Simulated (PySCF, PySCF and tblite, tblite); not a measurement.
**C6H10Ge: a path driven as a shift of bonds, and NMR exchange**

How fast is a shift of bonds in C6H10Ge (`CC1=C[C@@H]([GeH3])C=C1`), and when do the exchanging lines merge?

Computed with tblite 0.8.0 (tight binding) and PySCF 2.14.0 (DFT, with response routines of our own); each step states its level. Atoms count from 0 throughout.

### 1 The starting structure

17 atoms, charge 0, multiplicity 1; geometry from: force field or distance geometry start.

Bonds of the start (Å): C0–C1 1.50, C0–H7 1.11, C0–H8 1.09, C0–H9 1.14, C1–C2 1.31, C1–C6 1.46, C2–C3 1.49, C2–H10 1.10, C3–C5 1.49, C3–Ge4 1.92, C3–H11 1.10, C5–C6 1.32, C5–H15 1.10, C6–H16 1.10, Ge4–H12 1.53, Ge4–H13 1.56, Ge4–H14 1.55.

### 2 GFN2-xTB relaxation, start minimum

The job: settings as JSON, then the geometry in Å.

```
{"job": {"xc": "GFN2-xTB", "basis": "xTB", "kind": "relax"}, "charge": 0, "multiplicity": 1}
C     -2.357200    -0.415900     3.014500
C     -1.309600     0.071600     2.058600
C     -1.459900     0.305700     0.781800
C     -0.206100     0.778800     0.140800
Ge    -0.485300     2.616100    -0.349300
C      0.704400     0.747000     1.315600
C      0.084900     0.349600     2.408900
H     -3.272700    -0.747000     2.479600
H     -1.917600    -1.167400     3.671800
H     -2.706200     0.482900     3.616200
H     -2.423900     0.174700     0.274700
H      0.119900     0.131900    -0.687600
H     -0.234100     2.921400    -1.825500
H      0.439200     3.495500     0.550000
H     -1.941100     3.011700     0.004400
H      1.762300     1.031800     1.271600
H      0.530200     0.243600     3.413800
```

Started as:

```bash
> OMP_NUM_THREADS=1 python ens_run.py task.json out
```

The driver reads the study from task.json and runs its stages one after another.

What it wrote:

```text
step      E/eV     max force
  0    -539.03805    2.569
  1    -539.18838    1.949
  2    -539.26967    0.547
  3    -539.30250    0.345
  4    -539.31837    0.361
  5    -539.33553    0.372
  6    -539.34806    0.245
  7    -539.35604    0.171
  8    -539.36116    0.204
  9    -539.36647    0.265
 10    -539.37074    0.201
 11    -539.37375    0.135
 12    -539.37602    0.127
 13    -539.37835    0.137
 14    -539.38070    0.109
 15    -539.38238    0.082
 16    -539.38340    0.078
 17    -539.38416    0.064
 18    -539.38476    0.054
 19    -539.38511    0.039
 20    -539.38531    0.039
 21    -539.38550    0.043
 22    -539.38572    0.040
 23    -539.38595    0.034
 24    -539.38612    0.027
 25    -539.38627    0.039
 26    -539.38646    0.047
 27    -539.38672    0.048
 28    -539.38698    0.039
 29    -539.38716    0.028
 30    -539.38729    0.030
 31    -539.38743    0.034
 32    -539.38762    0.034
 33    -539.38782    0.037
 34    -539.38800    0.032
 35    -539.38816    0.033
 36    -539.38836    0.039
 37    -539.38861    0.044
 38    -539.38891    0.046
 39    -539.38921    0.040
 40    -539.38952    0.044
 41    -539.38985    0.042
 42    -539.39017    0.047
 43    -539.39046    0.050
 44    -539.39073    0.053
 45    -539.39103    0.053
 46    -539.39137    0.055
 47    -539.39172    0.050
 48    -539.39202    0.049
 49    -539.39226    0.040
 50    -539.39248    0.038
 51    -539.39267    0.035
 52    -539.39285    0.036
 53    -539.39302    0.037
 54    -539.39320    0.034
 55    -539.39336    0.024
 56    -539.39349    0.025
 57    -539.39358    0.023
 58    -539.39366    0.020
 59    -539.39376    0.024
 60    -539.39386    0.025
 61    -539.39395    0.023
 62    -539.39404    0.028
 63    -539.39415    0.030
 64    -539.39431    0.033
 65    -539.39460    0.040
 66    -539.39495    0.045
 67    -539.39524    0.057
 68    -539.39562    0.058
 69    -539.39628    0.061
 70    -539.39762    0.082
 71    -539.39969    0.154
 72    -539.39741    0.305
 73    -539.40498    0.165
 74    -539.40805    0.149
 75    -539.41015    0.410
 76    -539.41711    0.219
 77    -539.42002    0.162
 78    -539.42136    0.282
 79    -539.42744    0.099
 80    -539.42958    0.100
 81    -539.43308    0.234
 82    -539.43664    0.115
 83    -539.43884    0.125
 84    -539.44466    0.154
 85    -539.44717    0.116
 86    -539.45048    0.152
 87    -539.45312    0.144
 88    -539.45591    0.133
 89    -539.45759    0.132
 90    -539.45930    0.072
 91    -539.46066    0.083
 92    -539.46164    0.068
 93    -539.46235    0.066
 94    -539.46295    0.056
 95    -539.46352    0.041
 96    -539.46404    0.045
 97    -539.46438    0.037
 98    -539.46462    0.039
 99    -539.46483    0.038
100    -539.46512    0.037
101    -539.46539    0.039
102    -539.46566    0.046
103    -539.46593    0.049
104    -539.46624    0.047
105    -539.46660    0.053
106    -539.46699    0.059
107    -539.46744    0.061
108    -539.46791    0.055
109    -539.46832    0.035
110    -539.46860    0.036
111    -539.46878    0.034
112    -539.46895    0.031
113    -539.46913    0.033
114    -539.46932    0.031
115    -539.46948    0.034
116    -539.46963    0.036
117    -539.46978    0.034
118    -539.47003    0.030
119    -539.47024    0.031
120    -539.47053    0.037
121    -539.47084    0.048
122    -539.47128    0.063
123    -539.47192    0.078
124    -539.47289    0.089
125    -539.47411    0.090
126    -539.47532    0.097
127    -539.47604    0.057
128    -539.47299    0.328
129    -539.47695    0.050
130    -539.47738    0.049
131    -539.47796    0.211
132    -539.47888    0.040
133    -539.47927    0.045
134    -539.47969    0.178
135    -539.48048    0.036
136    -539.48078    0.030
137    -539.48114    0.047
138    -539.48125    0.033
139    -539.48142    0.034
140    -539.48158    0.028
141    -539.48170    0.022
142    -539.48180    0.026
143    -539.48189    0.021
144    -539.48195    0.021
145    -539.48200    0.023
146    -539.48203    0.018
147    -539.48207    0.015
148    -539.48209    0.013
149    -539.48211    0.012
150    -539.48214    0.012
151    -539.48215    0.009
152    -539.48217    0.009
153    -539.48218    0.008
154    -539.48218    0.005
155    -539.48219    0.005
156    -539.48219    0.006
157    -539.48220    0.006
158    -539.48220    0.006
159    -539.48221    0.005
160    -539.48221    0.005
161    -539.48221    0.004
162    -539.48222    0.007
163    -539.48222    0.010
164    -539.48223    0.009
165    -539.48224    0.005
166    -539.48225    0.006
167    -539.48225    0.007
168    -539.48226    0.008
169    -539.48226    0.005
170    -539.48227    0.003
171    -539.48227    0.003
172    -539.48227    0.004
173    -539.48227    0.003
```

Wall time 1.1 s (1 thread of Arm Neoverse V1, shared host).

Gain 0.444 eV; displacement 0.56 Å root mean square.

### 3 Relaxed scan, to the middle

The job: settings as JSON, then the geometry in Å.

```
{"job": {"xc": "GFN2-xTB", "basis": "xTB", "coordinate": [["d", [4, 3], 1], ["d", [4, 5], -1]], "kind": "drive"}, "charge": 0, "multiplicity": 1}
C     -2.430257    -0.457225     2.928326
C     -1.346838     0.049031     2.037795
C     -1.381288     0.205128     0.697977
C     -0.097956     0.776499     0.232465
Ge    -0.464405     2.661723    -0.308040
C      0.713607     0.837218     1.467590
C     -0.041980     0.444882     2.508946
H     -3.314370    -0.714175     2.349810
H     -2.093601    -1.342145     3.468152
H     -2.700737     0.299106     3.665040
H     -2.198239    -0.032278     0.038603
H      0.367430     0.263617    -0.608644
H     -1.377068     2.704992    -1.497332
H      0.802483     3.370066    -0.687630
H     -1.107811     3.400411     0.816738
H      1.740637     1.158293     1.487999
H      0.257529     0.406945     3.542106
```

What it wrote:

```text
point  coordinate     E/eV
  0     -0.665     -539.45795
  1     -0.517     -539.39014
  2     -0.367     -539.27796
  3     -0.202     -539.14251
  4     -0.002     -539.04575
```

It took 1.3 s on 1 thread of Arm Neoverse V1, shared host.

The highest point is number 4, 9.5 kcal/mol above the first.

### 4 Relaxed scan, from the middle, back

The job: settings as JSON, then the geometry in Å.

```
{"job": {"xc": "GFN2-xTB", "basis": "xTB", "coordinate": [["d", [4, 3], 1], ["d", [4, 5], -1]], "kind": "drive"}, "charge": 0, "multiplicity": 1}
C     -2.378956    -0.308854     2.966905
C     -1.327368     0.091010     1.983984
C     -1.399355    -0.082779     0.605740
C     -0.228670     0.413622     0.017745
Ge    -0.333889     2.617794     0.085377
C      0.611512     0.909407     1.119989
C     -0.103181     0.675859     2.300038
H     -3.272399    -0.649535     2.448854
H     -2.016698    -1.118879     3.600614
H     -2.646613     0.527096     3.612803
H     -2.219099    -0.533196     0.074143
H      0.146440     0.141316    -0.955024
H     -0.633950     2.853201    -1.385982
H      0.735658     3.656171     0.376077
H     -1.548211     2.893968     0.906343
H      1.677671     1.051658     1.052681
H      0.245009     0.905270     3.291393
```

What it wrote:

```text
point  coordinate     E/eV
  0     -0.134     -539.09484
  1     -0.243     -539.17353
  2     -0.347     -539.26389
  3     -0.442     -539.33838
  4     -0.535     -539.39902
  5     -0.627     -539.44321
  6     -0.719     -539.46951
  7     -0.810     -539.47797
```

It took 1.5 s on 1 thread of Arm Neoverse V1, shared host.

### 5 Relaxed scan, from the middle, on

job is that of step 4.

What it wrote:

```text
point  coordinate     E/eV
  0      0.127     -539.08210
  1      0.240     -539.16100
  2      0.341     -539.24064
  3      0.441     -539.32173
  4      0.533     -539.38202
  5      0.626     -539.42676
  6      0.720     -539.46368
  7      0.810     -539.47562
```

Wall time 1.7 s (1 thread of Arm Neoverse V1, shared host).

### 6 Nudged elastic band, leg 1

The job: settings as JSON, then the geometry in Å.

```
{"job": {"xc": "GFN2-xTB", "basis": "xTB", "kind": "neb"}, "charge": 0, "multiplicity": 1}
C     -2.431413    -0.459037     2.925603
C     -1.348818     0.047367     2.034192
C     -1.385622     0.206932     0.694833
C     -0.103086     0.779347     0.228647
Ge    -0.470905     2.666666    -0.303960
C      0.710742     0.836368     1.462414
C     -0.043023     0.441371     2.504082
H     -3.315707    -0.716714     2.347651
H     -2.094395    -1.343503     3.465975
H     -2.702004     0.297873     3.661780
H     -2.203889    -0.028379     0.036385
H      0.360687     0.269573    -0.615158
H     -1.389545     2.715875    -1.488621
H      0.794500     3.375775    -0.687566
H     -1.108368     3.401612     0.826719
H      1.737755     1.157373     1.481811
H      0.258037     0.401027     3.536687
```

What it wrote:

```text
image   E - E0 / eV
  0       0.0000
  1       0.0229
  2       0.1393
  3       0.4373
  4       0.1106
  5       0.0204
  6       0.0000
```

It took 4.6 s on 1 thread of Arm Neoverse V1, shared host.

The highest point is number 3, 10.1 kcal/mol above the first.

### 7 Saddle search, leg 1

The job: settings as JSON, then the geometry in Å.

```
{"job": {"xc": "GFN2-xTB", "basis": "xTB", "kind": "saddle"}, "charge": 0, "multiplicity": 1}
C     -1.519621    -1.139124     1.662325
C     -0.466007    -0.736418     0.682757
C     -0.531244    -0.920876    -0.701642
C      0.637800    -0.439237    -1.282594
Ge     0.552015     1.805965    -1.192236
C      1.463637     0.101423    -0.190041
C      0.745359    -0.140780     0.998246
H     -2.403348    -1.504635     1.144892
H     -1.148648    -1.929678     2.314873
H     -1.805211    -0.295996     2.290309
H     -1.349836    -1.373063    -1.233366
H      1.014153    -0.680506    -2.262817
H      0.197132     2.020588    -2.655425
H      1.641254     2.837181    -0.958417
H     -0.656042     2.093120    -0.364432
H      2.535210     0.215299    -0.242924
H      1.093397     0.086737     1.990492
```

What it wrote:

```text
step      E/eV     max force
  0    -539.04501   0.0614
  1    -539.04575   0.1231
  2    -539.04556   0.0180
  3    -539.04600   0.0154
  4    -539.04610   0.0175
  5    -539.04583   0.1192
  6    -539.04624   0.0136
  7    -539.04632   0.0528
  8    -539.04632   0.0064
  9    -539.04642   0.0169
 10    -539.04652   0.0205
 11    -539.04665   0.0118
 12    -539.04676   0.0326
 13    -539.04671   0.0049
 14    -539.04680   0.0105
 15    -539.04688   0.0129
 16    -539.04698   0.0073
 17    -539.04708   0.0198
 18    -539.04719   0.0244
 19    -539.04730   0.0251
 20    -539.04741   0.0251
 21    -539.04753   0.0141
 22    -539.04761   0.0386
 23    -539.04760   0.0047
 24    -539.04766   0.0124
 25    -539.04772   0.0149
 26    -539.04779   0.0082
 27    -539.04784   0.0238
 28    -539.04782   0.0035
lowest wavenumbers (cm-1): -301.0 42.4 110.6 198.0 244.9 312.9
```

It took 8.9 s on 1 thread of Arm Neoverse V1, shared host.

Point group C1; 1 imaginary mode, 301i cm⁻¹, carried by C3, C5, Ge4. Steps downhill from it reached both ends.

### 8 DFT refinement, start: B3LYP-D3(BJ)/def2-SVP

The job: settings as JSON, then the geometry in Å.

```
{"job": {"xc": "B3LYP", "basis": "def2-SVP", "kind": "refine"}, "charge": 0, "multiplicity": 1}
C     -2.430257    -0.457225     2.928326
C     -1.346838     0.049031     2.037795
C     -1.381288     0.205128     0.697977
C     -0.097956     0.776499     0.232465
Ge    -0.464405     2.661723    -0.308040
C      0.713607     0.837218     1.467590
C     -0.041980     0.444882     2.508946
H     -3.314370    -0.714175     2.349810
H     -2.093601    -1.342145     3.468152
H     -2.700737     0.299106     3.665040
H     -2.198239    -0.032278     0.038603
H      0.367430     0.263617    -0.608644
H     -1.377068     2.704992    -1.497332
H      0.802483     3.370066    -0.687630
H     -1.107811     3.400411     0.816738
H      1.740637     1.158293     1.487999
H      0.257529     0.406945     3.542106
```

What it wrote:

```text
step      E/eV     max force
  0    -62892.74930   0.9038
  1    -62892.87631   0.1364
  2    -62892.87875   0.0175
  3    -62892.87882   0.0057
```

Run time: 93 s. Hardware: 1 thread of Arm Neoverse V1, shared host; peak memory 0.67 GiB.

Gain 0.130 eV; displacement 0.04 Å root mean square.

**DFT refinement, saddle of leg 1: B3LYP-D3(BJ)/def2-SVP**

The job: settings as JSON, then the geometry in Å.

```
{"job": {"xc": "B3LYP", "basis": "def2-SVP", "kind": "refine"}, "charge": 0, "multiplicity": 1}
C     -1.515541    -1.128920     1.663232
C     -0.464397    -0.750541     0.671937
C     -0.565808    -0.886432    -0.709552
C      0.604355    -0.401495    -1.306156
Ge     0.554646     1.805225    -1.172324
C      1.477083     0.045661    -0.207810
C      0.776406    -0.199144     0.979645
H     -2.209089    -1.846279     1.230057
H     -1.064192    -1.565481     2.552408
H     -2.083088    -0.249809     1.972084
H     -1.401150    -1.311587    -1.237472
H      0.955979    -0.654228    -2.293394
H      0.247300     2.096435    -2.631651
H      1.643722     2.815949    -0.853374
H     -0.650308     2.078981    -0.335730
H      2.545938     0.158487    -0.292493
H      1.148142    -0.006821     1.970592
```

What it wrote:

```text
step      E/eV     max force
  0    -62892.13338   0.7866
  1    -62892.26542   0.2552
  2    -62892.26961   0.0510
  3    -62892.26992   0.0252
  4    -62892.26997   0.0107
```

Run time: 2 min. Hardware: 1 thread of Arm Neoverse V1, shared host; peak memory 0.67 GiB.

Relaxing gained 0.137 eV and moved the atoms by 0.06 Å on average (rms).

[end of part 1 of 2]
